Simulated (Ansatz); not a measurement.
# C: the cost of one run

Method: DFT PBE+D3(BJ), scalar-relativistic, plane waves, PAW, in Ansatz 0.2.0.

2 further runs of the same task are left out: 2 set aside as unsound or not needed.

## (1) Starting point

The structure is hexagonal, space group P6_3/mmc (No. 194). Conventional cell: a = 2.465 Å, b = 2.465 Å, c = 6.744 Å, α = 90.00°, β = 90.00°, γ = 120.00°. C (site symmetry -6m2) has 3 C at 1.42 Å as nearest neighbours.

As a file:

```
C
1.0
     2.46497    0.00000    0.00000
    -1.23249    2.13473    0.00000
     0.00000    0.00000    6.74417
C
4
Cartesian
  0.0000 0.0000 1.6860
  0.0000 0.0000 5.0581
  0.0000 1.4232 1.6860
  1.2325 0.7116 5.0581
```

It goes back to an entry of the Materials Project.

It is the result of an earlier relaxation at this level (volume 8.87 Å³/atom; gap on the mesh: none (metal)).

## (2) Relaxing to 0.001 eV/Å, with the smearing for a metal

Response functions are second derivatives at a minimum, so forces and stress are first brought close to zero on the mesh and occupations that the response runs use.

Contents of input.yaml:

```yaml
crystal:
  lattice:
    - [2.4649740435, 0.0, 0.0]
    - [-1.2324870217, 2.1347301413, 0.0]
    - [0.0, 0.0, 6.7441729557]
  atoms:
    - { symbol: C, position: [0.0, 0.0, 0.25] }
    - { symbol: C, position: [0.0, 0.0, 0.75] }
    - { symbol: C, position: [0.3333333333, 0.6666666667, 0.25] }
    - { symbol: C, position: [0.6666666667, 0.3333333333, 0.75] }
basis:
  ecutwfc: 420
kpoints:
  mp_grid: { grid: [21, 21, 6] }
hamiltonian:
  xc: pbe
  dispersion: d3bj
scf:
  occupations: { method: fermi_dirac, width: 0.15 }
output:
  forces: true
  stress: true
  eigenvalues: true
relax:
  adjacent_minimum: "off"
  f_tol: 0.001
  max_steps: 60
  cell: { stress_tol: 0.01 }
```

Launch:

```bash
ansatz run input.yaml --threads 1 --pin off --max-ram 2560MiB --backend cpu --events-out ev --progress --plain --runs-dir out
```

What time and memory should one allow on 1 thread of Intel Xeon 6975P-C (Granite Rapids), shared host?

About 7 s, with a peak of 0.4 GiB.
